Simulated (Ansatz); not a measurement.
# MoS2: the cost of one run

Computed with Ansatz 0.2.0 (DFT PBE, scalar-relativistic, plane waves, PAW, unless a step's input says otherwise).

**1. The starting structure**

It takes space group P6_3/mmc (No. 194, hexagonal). Conventional cell: a = 3.192 Å, b = 3.192 Å, c = 13.378 Å, α = 90.00°, β = 90.00°, γ = 120.00°. Around Mo (site symmetry -6m2) lie 6 S at 2.42 Å. Around S (site symmetry 3m) lie 3 Mo at 2.42 Å.

Structure file:

```cif
data_structure
_symmetry_space_group_name_H-M 'P 1'
_symmetry_Int_Tables_number 1
_cell_length_a 3.1922
_cell_length_b 3.1922
_cell_length_c 13.3783
_cell_angle_alpha 90.000
_cell_angle_beta 90.000
_cell_angle_gamma 120.000
_cell_volume 118.07
loop_
_atom_site_label
_atom_site_type_symbol
_atom_site_fract_x
_atom_site_fract_y
_atom_site_fract_z
_atom_site_occupancy
Mo1 Mo 0.66667 0.33333 0.25000 1
Mo2 Mo 0.33333 0.66667 0.75000 1
S1 S 0.66667 0.33333 0.63308 1
S2 S 0.33333 0.66667 0.36692 1
S3 S 0.66667 0.33333 0.86692 1
S4 S 0.33333 0.66667 0.13308 1
```

The structure comes from the Materials Project (structure only).

(A quick probe on a coarse mesh, which set the mesh and smearing, is not shown.)

**3. Full relaxation**

The input, input.yaml:

```yaml
crystal:
  lattice:
    - [3.19223791, 0.0, 0.0]
    - [-1.59611896, 2.76455913, 0.0]
    - [0.0, 0.0, 13.378294]
  atoms:
    - { symbol: Mo, position: [0.66666667, 0.33333333, 0.25] }
    - { symbol: Mo, position: [0.33333333, 0.66666667, 0.75] }
    - { symbol: S, position: [0.66666667, 0.33333333, 0.633082] }
    - { symbol: S, position: [0.33333333, 0.66666667, 0.366918] }
    - { symbol: S, position: [0.66666667, 0.33333333, 0.866918] }
    - { symbol: S, position: [0.33333333, 0.66666667, 0.133082] }
basis:
  ecutwfc: 420
kpoints:
  mp_grid: { grid: [12, 12, 2] }
hamiltonian:
  xc: pbe
scf:
  occupations: { method: gaussian, width: 0.02 }
output:
  forces: true
  stress: true
  eigenvalues: true
  write_density: true
  write_potential: true
  elf: true
  volumetric_format: npy
relax:
  adjacent_minimum: "off"
  f_tol: 0.005
  max_steps: 80
  cell: { stress_tol: 0.05 }
```

Started as:

```sh
> ansatz run input.yaml --threads 4 --pin off --max-ram 8192MiB --backend cpu --events-out ev --progress --plain --runs-dir out
```

**Question.** How long does this run take on 4 threads of Intel Xeon Platinum 8175M at 2.50GHz (Skylake/Cascade Lake), shared host, and how much memory does it need?

About 49 s, with a peak of 0.6 GiB.
